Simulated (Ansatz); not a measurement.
# Ga₂N₂H₈: one species, many methods

An exercise on one series of results from a longer session: the logs are not shown, and one member is left open.

Computed with Ansatz 0.2.0, Gaussian basis. Level: functionals in def2-TZVPP, the program's frozen cores in correlated methods.

Plan: LDA (SPW92), PBE-D4, revPBE-D4, BLYP-D4, r2SCAN-D4, B97M-V, PBE0-D4, B3LYP-D4, r2SCANh-D4, r2SCAN0-D4, HSE06-D4, BHLYP-D4, CAM-B3LYP-D4, LC-ωPBE, ωB97X-V, ωB97M-V, B2PLYP, PBE-QIDH; CCSD(T)/def2-SVP; CCSD(T)/def2-TZVPP; MP2/def2-QZVPP; extrapolation to the limit; RPA on PBE.

### The relaxed structure

An earlier PBE0-D4 in a triple-zeta def2 set relaxation fixed the geometry.

SMILES `[NH2+]1[GaH2-][NH2+][GaH2-]1`, 12 atoms, charge 0, spin multiplicity 1.

Atoms are counted from 1 here; the program's logs count them from 0.

Bond lengths: N1–Ga2 2.017 Å, N1–Ga4 2.017 Å, N1–H5 1.012 Å, N1–H6 1.012 Å, Ga2–N3 2.017 Å, Ga2–H7 1.570 Å, Ga2–H8 1.570 Å, N3–Ga4 2.017 Å, N3–H9 1.012 Å, N3–H10 1.012 Å, Ga4–H11 1.570 Å, Ga4–H12 1.570 Å. Angles: Ga2–N1–Ga4 93.5°, Ga2–N1–H5 114.0°, Ga2–N1–H6 114.0°, Ga4–N1–H5 114.0°, Ga4–N1–H6 114.0°, H5–N1–H6 107.1°, N1–Ga2–N3 86.5°, N1–Ga2–H7 109.5°, N1–Ga2–H8 109.6°, N3–Ga2–H7 109.5°, N3–Ga2–H8 109.6°, H7–Ga2–H8 125.3°, Ga2–N3–Ga4 93.5°, Ga2–N3–H9 114.0°, Ga2–N3–H10 114.0°, Ga4–N3–H9 114.0°, Ga4–N3–H10 114.0°, H9–N3–H10 107.1° and more.

Set-up of the first run:

The input, in.yaml:

```yaml
crystal:
  periodic: [false, false, false]
  atoms:
    - {symbol: N, position_ang: [-1.252655, 0.479658, -0.332775]}
    - {symbol: Ga, position_ang: [-0.377153, 0.000447, 1.420382]}
    - {symbol: N, position_ang: [1.254501, -0.474475, 0.333249]}
    - {symbol: Ga, position_ang: [0.375596, -0.004819, -1.420791]}
    - {symbol: H, position_ang: [-2.072425, -0.073717, -0.548935]}
    - {symbol: H, position_ang: [-1.522416, 1.452725, -0.406059]}
    - {symbol: H, position_ang: [-1.027302, -1.309997, 1.990172]}
    - {symbol: H, position_ang: [-0.098252, 1.307793, 2.243626]}
    - {symbol: H, position_ang: [1.531680, -1.445289, 0.408484]}
    - {symbol: H, position_ang: [2.070032, 0.085586, 0.548283]}
    - {symbol: H, position_ang: [1.026686, 1.299946, -2.002458]}
    - {symbol: H, position_ang: [0.091708, -1.317850, -2.233179]}
basis:
  gaussian: {orbitals: def2-TZVPP}
hamiltonian: {xc: lda}
output: {orbitals: {seedname: orbitals}}
```

The run is started by

```console
$ ansatz run in.yaml --threads 4 --pin off --events-out ev --progress --plain --max-ram 11315MiB
```

Among the steps run: LDA; PBE-D4 (GGA); revPBE-D4 (GGA); BLYP-D4 (GGA); r2SCAN-D4 (meta-GGA); B97M-V (meta-GGA); B3LYP-D4 (hybrid); r2SCANh-D4 (hybrid); r2SCAN0-D4 (hybrid); HSE06-D4 (hybrid); BHLYP-D4 (hybrid); CAM-B3LYP-D4 (range-separated); LC-ωPBE (range-separated); ωB97X-V (range-separated); ωB97M-V (range-separated); B2PLYP (double hybrid); PBE-QIDH (double hybrid).

One table of the session follows, with a row left open; its other results are not shown here.

It belongs to the step «Frontier levels by functional». 

| functional | HOMO (eV) | gap (eV) |
| --- | --- | --- |
| LDA (SPW92) | ? | ? |
| PBE-D4 | -6.56 | 5.64 |
| revPBE-D4 | -6.52 | 5.70 |
| BLYP-D4 | -6.45 | 5.58 |
| r2SCAN-D4 | -6.87 | 6.38 |
| B97M-V | -7.00 | 6.19 |
| PBE0-D4 | -7.86 | 7.70 |
| B3LYP-D4 | -7.65 | 7.22 |
| r2SCANh-D4 | -7.35 | 7.10 |
| r2SCAN0-D4 | -8.07 | 8.18 |
| HSE06-D4 | -7.46 | 6.94 |
| BHLYP-D4 | -9.09 | 9.60 |
| CAM-B3LYP-D4 | -9.23 | 9.88 |
| LC-ωPBE | -10.60 | 12.43 |
| ωB97X-V | -10.25 | 11.88 |
| ωB97M-V | -10.10 | 11.40 |

**Question.** Estimate the row for LDA (SPW92).

**Answer.** HOMO (eV): -6.68; gap (eV): 5.53. In the column «HOMO (eV)» it lies between r2SCAN-D4 (-6.87) and PBE-D4 (-6.56).
